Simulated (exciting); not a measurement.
IrRu:

```
Ru Ir
1.0
     2.75769    0.00000    0.00000
     0.00000    2.75769    0.00000
     0.00000    0.00000    3.89974
Ru Ir
1 1
Direct
  0.00000 0.00000 0.00000
  0.50000 0.50000 0.50000
```

The cell was built by a generator and needn't be a form met in nature.

* Program: exciting (release sodium)
* Task: single point
* Functional: PBEsol
* Potentials or basis: all-electron LAPW+lo, shipped species files, valence relativity iora*
* rgkmax: 9
* k mesh: 10 × 10 × 7
* Occupations: fermi-dirac, width 0.05 eV
* Spin: no spin polarisation
* gmaxvr (cutoff of density and potential): 14 1/bohr
* lmaxapw (and lmaxmat): 10
* lmaxvr: 8
* nempty: 18
* Valence relativity: iora*
* epsengy: 1e-05 Ha
* epspot: 1e-05 Ha
* maxscl: 60
* Muffin-tin radii: Ru 2.3, Ir 2.3 bohr

On this cell: largest force under 0.003 eV/Å; band gap on the k mesh none (metal or under the smearing width).

The same run follows on a disturbed copy (atoms moved at random, drawn with an rms of 0.05 Å):

```
Ru Ir
1.0
     2.75769    0.00000    0.00000
     0.00000    2.75769    0.00000
     0.00000    0.00000    3.89974
Ru Ir
1 1
Cartesian
  -0.0520 -0.0140 -0.0146
  1.2928 1.3456 1.9149
```

Question: What does the disturbed cell give?

Answer: The energy (extrapolated to zero smearing) moves by +1.9 meV/atom; largest force 0.163 eV/Å; band gap on the k mesh none (metal or under the smearing width).

Forces in eV/Å, atoms in the order of the input:
```
Ru  -0.129 -0.073 -0.068
Ir   0.129  0.073  0.068
```

Caveats: the free energy is that total less TS from the occupations.
